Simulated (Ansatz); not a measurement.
# RhN: LAPW beside PAW

Aim: solve RhN at one geometry with all-electron LAPW, frozen-core PAW and all-electron PAW on datasets made for the crystal, and see where they agree.

Computed with Ansatz 0.2.0 (DFT PBE, scalar-relativistic, unless a step's input says otherwise).

1 further run of the same task is left out (set aside as unsound or not needed).

### 1 The starting structure

Symmetry: P6_3mc, No. 186, hexagonal system. The conventional cell has a = 3.122 Å, b = 3.122 Å, c = 5.775 Å, α = 90.00°, β = 90.00°, γ = 120.00°. Around Rh (site symmetry 3m) lie 4 N at 1.97 to 2.09 Å. N (site symmetry 3m) has 4 Rh at 1.97 to 2.09 Å as nearest neighbours.

As a file:

```cif
data_structure
_symmetry_space_group_name_H-M 'P 1'
_symmetry_Int_Tables_number 1
_cell_length_a 3.1221
_cell_length_b 3.1221
_cell_length_c 5.7753
_cell_angle_alpha 90.000
_cell_angle_beta 90.000
_cell_angle_gamma 120.000
_cell_volume 48.75
loop_
_atom_site_label
_atom_site_type_symbol
_atom_site_fract_x
_atom_site_fract_y
_atom_site_fract_z
_atom_site_occupancy
Rh1 Rh 0.33333 0.66667 0.00687 1
Rh2 Rh 0.66667 0.33333 0.50687 1
N1 N 0.33333 0.66667 0.36913 1
N2 N 0.66667 0.33333 0.86913 1
```

The structure (wurtzite type) was typed from a prototype and relaxed by PAW; whether it is the ground state wasn't tested.

Atoms are numbered in the order of the input: Rh1, Rh2, N3, N4.

### 2 All-electron LAPW

File input.yaml:

```yaml
crystal:
  lattice:
    - [3.1220633946, 0.0, 0.0]
    - [-1.5610316973, 2.7037862119, 0.0]
    - [0.0, 0.0, 5.77533718]
  atoms:
    - { symbol: Rh, position: [0.3333333333, 0.6666666667, 0.0068738725] }
    - { symbol: Rh, position: [0.6666666667, 0.3333333333, 0.5068738725] }
    - { symbol: "N", position: [0.3333333333, 0.6666666667, 0.3691261275] }
    - { symbol: "N", position: [0.6666666667, 0.3333333333, 0.8691261275] }
kpoints:
  mp_grid: { grid: [15, 15, 8] }
  band_path:
    path:
      - [0.0, 0.0, 0.0]
      - [0.5, 0.0, 0.0]
      - [0.3333333333, 0.3333333333, 0.0]
      - [0.0, 0.0, 0.0]
      - [0.0, 0.0, 0.5]
      - [0.5, 0.0, 0.5]
      - [0.3333333333, 0.3333333333, 0.5]
      - [0.0, 0.0, 0.5]
      - [0.5, 0.0, 0.5]
    npoints: 8
scf:
  occupations: { method: fermi_dirac, width: 0.05 }
hamiltonian:
  xc: pbe
  pseudopotentials: { kind: all_electron, lapw: { basis_error: 0.0005 } }
output:
  forces: true
  stress: true
  eigenvalues: true
  populations: true
  dos: { projected: true, de: 0.2, e_range: [-14, 8] }
```

### 3 Frozen-core PAW

Changes to input.yaml since step 2:

```diff
@@ -28,3 +28,3 @@
   xc: pbe
-  pseudopotentials: { kind: all_electron, lapw: { basis_error: 0.0005 } }
+  pseudopotentials: { kind: paw }
 output:
@@ -33,3 +33,5 @@
   eigenvalues: true
+  efg: { contact_densities: true }
   populations: true
+  bader: true
   dos: { projected: true, de: 0.2, e_range: [-14, 8] }
```

### 4 All-electron PAW on datasets made for the crystal

Changes to input.yaml since step 3:

```diff
@@ -28,3 +28,3 @@
   xc: pbe
-  pseudopotentials: { kind: paw }
+  pseudopotentials: { kind: all_electron, datasets: crystal }
 output:
@@ -34,4 +34 @@
   efg: { contact_densities: true }
-  populations: true
-  bader: true
-  dos: { projected: true, de: 0.2, e_range: [-14, 8] }
```

(Steps that only read results are left out.)

What does the calculation give? Wanted: pressure; gap; Bader charges.

As calculated:

| quantity | value |
| --- | --- |
| pressure | LAPW 0.06, PAW 0.00, crystal datasets 0.06 GPa |
| gap (LAPW) | none |
| Bader charges (PAW) | Rh1 +0.83, N3 -0.83 e |

The pressure is within half a GPa of zero, so the volume is close to equilibrium at this level. Bands cross the Fermi level: the crystal is a metal at this level. Within 0.3 eV of the Fermi level the largest projected share is Rh 4d (62 %). The projection holds only the free atom's occupied shells (Rh 5s, Rh 4d, N 2s, N 2p in this range). The field gradient at Rh1, the largest by crystal datasets, is -3.95 by PAW and -3.88 by crystal datasets (10²¹ V/m²), within 5 %. Spin–orbit coupling is left out, which moves gradients at and beside heavy atoms by some per cent and at worst by a factor of two. In pressure, PAW differs from LAPW by -0.05 GPa. The price, with the outputs that each input asks for: 6.1 min for LAPW against 57 s for PAW, about 6 to one.
